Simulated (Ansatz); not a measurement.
**BH2Cl (SMILES BCl) at RPA@PBE/def2-TZVP**

Aim: the electronic atomisation energy of BH2Cl at RPA@PBE/def2-TZVP, from 4 runs. 

Program for the calculation: Ansatz 0.2.0.

44 further runs of the same task are left out: 44 set aside as unsound or not needed.

**1. The system as given**

The species is BH2Cl (4 atoms), meant as a singlet with charge 0. As SMILES, `BCl`. The coordinates come from a PBE0-D4/def2-TZVP relaxation.

Bond lengths: B1–Cl2 1.733 Å, B1–H3 1.190 Å, B1–H4 1.190 Å. Angles: Cl2–B1–H3 118.1°, Cl2–B1–H4 118.1°, H3–B1–H4 123.7°.

**2. A single-point energy at RPA@PBE/def2-TZVP**

Input file molecule.yaml:

```yaml
basis:
  gaussian: {orbitals: def2-TZVP}
crystal:
  periodic: [false, false, false]
  atoms:
    - symbol: B
      position_ang: [-0.116700, 0.021700, -0.075300]
    - symbol: Cl
      position_ang: [1.365000, -0.395300, 0.721200]
    - symbol: H
      position_ang: [-1.106200, -0.559500, 0.240400]
    - symbol: H
      position_ang: [-0.086600, 0.872800, -0.906600]
correlation: {method: rpa, frozen_orbitals: {B: 1, Cl: 5, H: 0}}
hamiltonian: {xc: pbe}
accuracy: high
```

Run with:

```console
$ ansatz run molecule.yaml --threads 1 --pin off --max-ram 3480MiB --events-out events.jsonl --progress --plain --runs-dir runs
```

Log:

```text
Warning: RAYON_NUM_THREADS=1 ignored (pool sized by the plan → 1); use --threads N
Functional definition: PBE
  name "PBE"
  parameter kappa = 0.804
  parameter beta = 0.06672455060314922
  exchange = pbe_x(kappa = kappa, mu = beta*pi^2/3)
  correlation = pbe_c(beta = beta)
1294 factors; integrals over basis functions are off by at most 4.0e-9 eV
mean field evaluation 1: about -13223.5689 eV, gradient 2.8e1 eV
mean field evaluation 2: about -13223.5648 eV, gradient 2.8e1 eV
mean field evaluation 4: about -13225.9871 eV, gradient 5.4e0 eV
mean field evaluation 8: about -13226.0437 eV, gradient 8.0e-2 eV
mean field evaluation 16: about -13226.0437 eV, gradient 1.7e-6 eV
mean field -13226.04372204 eV, -486.0481418504 hartree, gradient 3.1e-8 eV, S^2 0.000000; 0 other end points of the search recorded, 0 dependent functions left out
6 core orbitals not correlated: weight in the atoms' cores, before any rotation towards them, 1.000 or more for the frozen orbitals, at most 0.000 for the correlated occupied ones
reference -13207.56402396 eV, -485.3690254720 hartree; 6, 6 occupied and 68, 68 virtual orbitals, 1294 factors
Total energy: -13221.34567629 eV, -485.8754918537 hartree
```

Wall time 3.9 s (1 thread of Arm Neoverse V2, shared host); peak memory 0.2 GiB.

**3. The B atom, same level**

Input file molecule.yaml:

```yaml
basis:
  gaussian:
    orbitals: def2-TZVP
crystal:
  periodic: [false, false, false]
  atoms:
    - {symbol: B, position_ang: [0.000000, 0.000000, 0.000000]}
magnetization:
  spin_polarized: true
  initial_magnetization: 1
hamiltonian:
  xc: pbe
correlation:
  method: rpa
  frozen_orbitals: {B: 1}
accuracy: high
```

Run the same way, it converges to -24.65459 Eh (log not shown).

**4. The Cl atom, same level**

Input file input.yaml:

```yaml
crystal:
  periodic: [false, false, false]
  atoms:
    - symbol: Cl
      position_ang: [0.000000, 0.000000, 0.000000]
basis:
  gaussian:
    orbitals: def2-TZVP
magnetization:
  spin_polarized: true
  initial_magnetization: 1
hamiltonian:
  xc: {name: PBE}
correlation:
  method: rpa
  frozen_orbitals: {Cl: 5}
accuracy: high
```

Run with:

```console
$ ansatz run input.yaml --threads 1 --pin off --max-ram 3480MiB --events-out events.jsonl --progress --plain --runs-dir runs
```

Log:

```text
Warning: RAYON_NUM_THREADS=1 ignored (pool sized by the plan → 1); use --threads N
[... 6 set-up lines as earlier in the session ...]
366 factors; integrals over basis functions are off by at most 3.1e-9 eV
mean field evaluation 1: about -12515.9724 eV, gradient 5.1e0 eV
mean field evaluation 2: about -12515.9724 eV, gradient 5.1e0 eV
mean field evaluation 4: about -12516.1032 eV, gradient 8.8e-1 eV
mean field evaluation 8: about -12516.1056 eV, gradient 4.8e-4 eV
mean field evaluation 16: about -12515.8216 eV, gradient 7.3e0 eV
mean field evaluation 32: about -12516.1056 eV, gradient 7.6e-4 eV
mean field -12516.10556011 eV, -459.9583956130 hartree, gradient 1.3e-8 eV, S^2 0.752922; 5 other end points of the search recorded, 0 dependent functions left out
5 core orbitals not correlated: weight in the atoms' cores, before any rotation towards them, 1.000 or more for the frozen orbitals, at most 0.000 for the correlated occupied ones
reference -12502.73845435 eV, -459.4671635367 hartree; 4, 3 occupied and 28, 29 virtual orbitals, 366 factors
Total energy: -12510.55596995 eV, -459.7544519362 hartree
```

Wall time 1.8 s (1 thread of Arm Neoverse V2, shared host); peak memory 0.099 GiB.

**5. The H atom at the same level**

Input file molecule.yaml:

```yaml
crystal:
  periodic: [false, false, false]
  atoms:
    - {symbol: H, position_ang: [0.000000, 0.000000, 0.000000]}
basis:
  gaussian:
    orbitals: def2-TZVP
correlation:
  method: rpa
  frozen_orbitals: {H: 0}
accuracy: high
magnetization:
  spin_polarized: true
  initial_magnetization: 1
hamiltonian:
  xc: {name: PBE}
```

Run the same way, it converges to -0.51330 Eh (log not shown).

**6. Summary of results**

Level: RPA@PBE/def2-TZVP, 6 core orbitals frozen.

```
                                  quantity          value
                    molecule: total energy  -485.87549 Eh
molecule: RPA correlation energy (valence)     -506.5 mEh
                      B atom: total energy   -24.65459 Eh
  B atom: RPA correlation energy (valence)     -125.4 mEh
 B atom: ⟨S²⟩ of the reference determinant          0.753
                     Cl atom: total energy  -459.75445 Eh
 Cl atom: RPA correlation energy (valence)     -287.3 mEh
Cl atom: ⟨S²⟩ of the reference determinant          0.753
                      H atom: total energy    -0.51330 Eh
            H atom: RPA correlation energy      -13.9 mEh
 H atom: ⟨S²⟩ of the reference determinant          0.750
             electronic atomisation energy      11.969 eV
```

Taking the molecule apart into free atoms costs 11.97 eV (1155 kJ/mol), before zero-point energy and without spin-orbit coupling.
